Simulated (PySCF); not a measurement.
# C2H6BP: magnetic properties

Aim: compute the magnetic properties of C2H6BP (`[BH3-][PH+]1C=C1`).

Programs: PySCF 2.14.0, with routines of our own; each step states its level. All values are computed. Atoms count from 0.

## 1. The starting structure

10 atoms, charge 0, multiplicity 1; geometry from: PBE0-D3(BJ)/def2-SVP.

## 2. Magnetic properties: GIAO wB97X-D/pcSseg-1

Job settings and geometry (Å):

```
{"job": {"kind": "mag", "xc": "wB97X-D", "basis": "pcSseg-1", "isotopologues": 4}, "charge": 0, "multiplicity": 1}
B     -1.687158     0.004999     0.342287
P      0.093243    -0.493565    -0.135139
C      1.394242     0.496712    -0.862107
C      1.648422     0.213272     0.397054
H     -2.331899    -0.283043    -0.656049
H     -1.926106    -0.720965     1.297169
H     -1.625049     1.195570     0.596573
H      0.340678    -1.849663    -0.489847
H      1.755857     1.053768    -1.726662
H      2.349939     0.391427     1.212330
```

Method: GIAO wB97X-D/pcSseg-1 magnetisability, rotational g tensor and spin-rotation constants, non-relativistic, gas phase.

The run is started by

```
$ OMP_NUM_THREADS=1 python excited_run.py task.json out
```

One launch serves the whole session: the jobs run in the order shown.

The log of the run:

```text
coarse grid: 8608 points
cycle   1  E = -445.7919228935  dE =  5.913e-01  |g| = 2.952e-01  |ddm| = 2.731e+00
cycle   2  E = -445.8186228094  dE = -2.670e-02  |g| = 1.597e-01  |ddm| = 7.425e-01
cycle   3  E = -445.8266166017  dE = -7.994e-03  |g| = 2.896e-02  |ddm| = 2.148e-01
cycle   4  E = -445.8268850268  dE = -2.684e-04  |g| = 1.151e-02  |ddm| = 5.376e-02
cycle   5  E = -445.8269217810  dE = -3.675e-05  |g| = 3.033e-03  |ddm| = 1.626e-02
cycle   6  E = -445.8269252007  dE = -3.420e-06  |g| = 6.407e-04  |ddm| = 5.339e-03
final grid: 77784 points
cycle   7  E = -445.8550634535  dE = -8.143e-05  |g| = 3.296e-03  |ddm| = 3.314e-02
cycle   8  E = -445.8550661911  dE = -2.738e-06  |g| = 1.684e-03  |ddm| = 8.378e-03
cycle   9  E = -445.8550671012  dE = -9.100e-07  |g| = 4.036e-04  |ddm| = 2.435e-03
cycle  10  E = -445.8550671587  dE = -5.756e-08  |g| = 1.878e-04  |ddm| = 8.187e-04
cycle  11  E = -445.8550671690  dE = -1.030e-08  |g| = 5.656e-05  |ddm| = 2.787e-04
cycle  12  E = -445.8550671702  dE = -1.200e-09  |g| = 1.924e-05  |ddm| = 1.275e-04
cycle  13  E = -445.8550671704  dE = -1.583e-10  |g| = 7.738e-06  |ddm| = 4.603e-05
converged SCF energy = -445.8550671704

Magnetisability tensor (1e-30 J/T^2)
     -823.36      148.01       72.41
      148.01     -954.30     -102.59
       72.41     -102.59     -669.38
isotropic -815.68   principal values   -1088.27   -727.19   -631.58
isotropic susceptibility -49.121 1e-6 cm^3/mol

Inertial axes            a          b          c
rot. const./GHz     15.9712     4.1311     4.0377
chi total           -47.689    -38.037    -61.638
chi diamagnetic    -153.243   -377.319   -382.333
chi paramagnetic    105.554    339.282    320.695
quadrupole/D A       -6.700      5.387      1.314
g nuclear            0.7078     0.6041     0.6046
g electronic        -0.7920    -0.6585    -0.6083
g total             -0.0842    -0.0543    -0.0038

Spin-rotation constants (kHz, H = +C I.J)
atom  isotope        aa         bb         cc
  0    11B        1.942      0.537      0.344
  1    31P       20.553      6.848      1.737
  4     1H       -0.923     -0.094     -0.337
  5     1H       -0.934     -0.096     -0.331
  6     1H       -1.344     -0.432      0.022
  7     1H       -1.547     -0.364      0.101
  8     1H       -0.421      0.110     -0.362
  9     1H       -0.430      0.122     -0.372
  2    13C*       7.363      1.417      0.661
* in the singly substituted isotopologue

Isotopologues: g along a, b, c
2H    at 4,5,6,7,8,9       -0.0584    -0.0434    -0.0027
10B   at 0                 -0.0865    -0.0567    -0.0039
13C   at 2                 -0.0834    -0.0537    -0.0039
2H    at 4                 -0.0817    -0.0512    -0.0031
```

It took 8.2 s on 1 thread of Arm Neoverse V1, shared host; peak memory 0.5 GiB.

Key values:

```tsv
quantity	value
magnetisability	-816·10⁻³⁰ J/T²
molar susceptibility	-49.1·10⁻⁶ cm³/mol
rotational g (a, b, c)	-0.0842, -0.0543, -0.0038
```

## 3. Magnetic properties: common gauge origin HF/cc-pVDZ

The job, as its differences from that of step 2:

```diff
@@ -1,2 +1,2 @@
-{"job": {"kind": "mag", "xc": "wB97X-D", "basis": "pcSseg-1", "isotopologues": 4}, "charge": 0, "multiplicity": 1}
+{"job": {"kind": "mag", "xc": "HF", "basis": "cc-pVDZ", "gauge": [0, 0, 0]}, "charge": 0, "multiplicity": 1}
 B     -1.687158     0.004999     0.342287
```

With the program's defaults for keys left out, this is: common gauge origin HF/cc-pVDZ magnetisability, rotational g tensor and spin-rotation constants, non-relativistic, gas phase.

The log of the run:

```text
final grid: 77784 points
cycle   1  E = -444.4737389196  dE =  8.760e-01  |g| = 3.791e-01  |ddm| = 4.998e+00
cycle   2  E = -444.5321180764  dE = -5.838e-02  |g| = 1.465e-01  |ddm| = 1.092e+00
cycle   3  E = -444.5390783853  dE = -6.960e-03  |g| = 4.849e-02  |ddm| = 3.701e-01
cycle   4  E = -444.5401654915  dE = -1.087e-03  |g| = 8.949e-03  |ddm| = 1.245e-01
cycle   5  E = -444.5402094264  dE = -4.393e-05  |g| = 2.701e-03  |ddm| = 3.456e-02
cycle   6  E = -444.5402152382  dE = -5.812e-06  |g| = 9.159e-04  |ddm| = 9.489e-03
cycle   7  E = -444.5402159936  dE = -7.554e-07  |g| = 1.882e-04  |ddm| = 4.617e-03
cycle   8  E = -444.5402160286  dE = -3.499e-08  |g| = 4.588e-05  |ddm| = 8.858e-04
cycle   9  E = -444.5402160303  dE = -1.739e-09  |g| = 1.369e-05  |ddm| = 1.825e-04
cycle  10  E = -444.5402160305  dE = -1.412e-10  |g| = 5.330e-06  |ddm| = 5.268e-05
converged SCF energy = -444.5402160305

Magnetisability tensor (1e-30 J/T^2)
    -1285.24      318.09      -99.46
      318.09    -2160.25      -71.88
      -99.46      -71.88    -2120.98
isotropic -1855.49   principal values   -2273.75  -2125.22  -1167.50
isotropic susceptibility -111.740 1e-6 cm^3/mol

Inertial axes            a          b          c
rot. const./GHz     15.9712     4.1311     4.0377
chi total           -71.826   -127.984   -135.410
chi diamagnetic    -153.502   -378.204   -382.931
chi paramagnetic     81.676    250.220    247.521
quadrupole/D A       -7.246      5.903      1.343
g nuclear            0.7078     0.6041     0.6046
g electronic        -0.6128    -0.4856    -0.4695
g total              0.0950     0.1185     0.1350

Spin-rotation constants (kHz, H = +C I.J)
atom  isotope        aa         bb         cc
  0    11B        1.323      0.378      0.292
  1    31P       15.566      4.987      1.026
  4     1H       -1.315      0.114      0.014
  5     1H       -1.325      0.104      0.014
  6     1H       -1.300     -0.662     -0.185
  7     1H        0.803     -0.093     -0.204
  8     1H        0.566      0.459      0.184
  9     1H        0.562      0.463      0.177
  2    13C*       6.457      1.039      0.370
* in the singly substituted isotopologue
```

It took 0.85 s on 1 thread of Arm Neoverse V1, shared host; peak memory 0.5 GiB.

A normal end doesn't make this result sound: a common gauge origin replaces GIAOs, so the magnetic properties depend on where the origin lies.

## 4. Magnetic properties: GIAO PBE/6-311G**

The job, as its differences from that of step 3:

```diff
@@ -1,2 +1,2 @@
-{"job": {"kind": "mag", "xc": "HF", "basis": "cc-pVDZ", "gauge": [0, 0, 0]}, "charge": 0, "multiplicity": 1}
+{"job": {"kind": "mag", "xc": "PBE", "basis": "6-311G**", "scf": {"damp": 0.1, "aux": "def2-universal-jkfit"}}, "charge": 0, "multiplicity": 1}
 B     -1.687158     0.004999     0.342287
```

Level: GIAO PBE/6-311G** magnetisability, rotational g tensor and spin-rotation constants, non-relativistic, gas phase.

The log of the run:

```text
damping 0.10 in the first 6 cycles
final grid: 77784 points
cycle   1  E = -445.5550311231  dE =  3.737e-01  |g| = 5.394e-01  |ddm| = 2.503e+00
cycle   2  E = -445.5269142655  dE =  2.812e-02  |g| = 5.769e-01  |ddm| = 1.424e+00
cycle   3  E = -445.4790909746  dE =  4.782e-02  |g| = 7.242e-01  |ddm| = 1.562e+00
cycle   4  E = -445.3783597470  dE =  1.007e-01  |g| = 8.651e-01  |ddm| = 1.994e+00
cycle   5  E = -445.2573565509  dE =  1.210e-01  |g| = 1.114e+00  |ddm| = 2.310e+00
cycle   6  E = -444.3256289763  dE =  9.317e-01  |g| = 1.946e+00  |ddm| = 4.356e+00
cycle   7  E = -440.1343751087  dE =  4.191e+00  |g| = 3.311e+00  |ddm| = 1.102e+01
cycle   8  E = -445.6165417868  dE = -5.482e+00  |g| = 2.926e-01  |ddm| = 1.004e+01
cycle   9  E = -445.6028272077  dE =  1.371e-02  |g| = 3.752e-01  |ddm| = 7.139e-01
cycle  10  E = -445.6395273661  dE = -3.670e-02  |g| = 1.206e-01  |ddm| = 4.724e-01
cycle  11  E = -445.6437045226  dE = -4.177e-03  |g| = 3.916e-02  |ddm| = 1.346e-01
cycle  12  E = -445.6440634502  dE = -3.589e-04  |g| = 1.615e-02  |ddm| = 5.157e-02
cycle  13  E = -445.6441427287  dE = -7.928e-05  |g| = 1.823e-03  |ddm| = 1.843e-02
cycle  14  E = -445.6441438371  dE = -1.108e-06  |g| = 5.324e-04  |ddm| = 2.871e-03
cycle  15  E = -445.6441439298  dE = -9.272e-08  |g| = 1.863e-04  |ddm| = 8.521e-04
cycle  16  E = -445.6441439399  dE = -1.013e-08  |g| = 5.724e-05  |ddm| = 2.805e-04
cycle  17  E = -445.6441439410  dE = -1.053e-09  |g| = 6.070e-06  |ddm| = 6.817e-05
cycle  18  E = -445.6441439410  dE = -6.821e-12  |g| = 4.651e-06  |ddm| = 1.461e-05
converged SCF energy = -445.6441439410

Magnetisability tensor (1e-30 J/T^2)
     -811.50      146.44       74.69
      146.44     -941.50     -104.97
       74.69     -104.97     -645.56
isotropic -799.52   principal values   -1075.28   -716.52   -606.76
isotropic susceptibility -48.148 1e-6 cm^3/mol

Inertial axes            a          b          c
rot. const./GHz     15.9712     4.1311     4.0377
chi total           -47.021    -36.543    -60.881
chi diamagnetic    -153.136   -376.554   -381.562
chi paramagnetic    106.116    340.011    320.681
quadrupole/D A       -5.951      5.017      0.934
g nuclear            0.7078     0.6041     0.6046
g electronic        -0.7962    -0.6599    -0.6083
g total             -0.0884    -0.0557    -0.0037

Spin-rotation constants (kHz, H = +C I.J)
atom  isotope        aa         bb         cc
  0    11B        2.011      0.575      0.347
  1    31P       21.376      7.000      1.984
  4     1H       -0.931     -0.081     -0.344
  5     1H       -0.942     -0.084     -0.338
  6     1H       -1.355     -0.439      0.025
  7     1H       -1.538     -0.354      0.112
  8     1H       -0.480      0.132     -0.377
  9     1H       -0.489      0.144     -0.387
  2    13C*       7.026      1.444      0.666
* in the singly substituted isotopologue
```

Wall time 12 s (1 thread of Arm Neoverse V1, shared host); peak memory 0.5 GiB.

Key values:

```tsv
quantity	value
magnetisability	-800·10⁻³⁰ J/T²
molar susceptibility	-48.1·10⁻⁶ cm³/mol
rotational g (a, b, c)	-0.0884, -0.0557, -0.0037
```

## 5. The levels compared

```tsv
level	ξ (10⁻³⁰ J/T²)	g(a)	g(b)	gap (eV)	functions	time
GIAO wB97X-D/pcSseg-1	-816	-0.0842	-0.0543	10.58	105	8.2 s
GIAO PBE/6-311G**	-800	-0.0884	-0.0557	4.60	116	12 s
```

## 6. What came out

| quantity | value |
| --- | --- |
| magnetisability (step 2, GIAO wB97X-D/pcSseg-1) | -816·10⁻³⁰ J/T² |
| molar susceptibility (step 2, GIAO wB97X-D/pcSseg-1) | -49.1·10⁻⁶ cm³/mol |
| rotational g (a, b, c) (step 2, GIAO wB97X-D/pcSseg-1) | -0.0842, -0.0543, -0.0038 |
| magnetisability over the levels | -816 to -800·10⁻³⁰ J/T² |
| runs | 0 failed, 1 ended on unsound input |

What this shows: The magnetisability spreads by 2.0 % over 2 levels, from GIAO wB97X-D/pcSseg-1 (8.2 s) to GIAO PBE/6-311G** (12 s); the runs took 8.2 s to 12 s. Two levels can agree by chance, so this spread shows no convergence. Vibrational averaging and real surroundings are missing from these values.
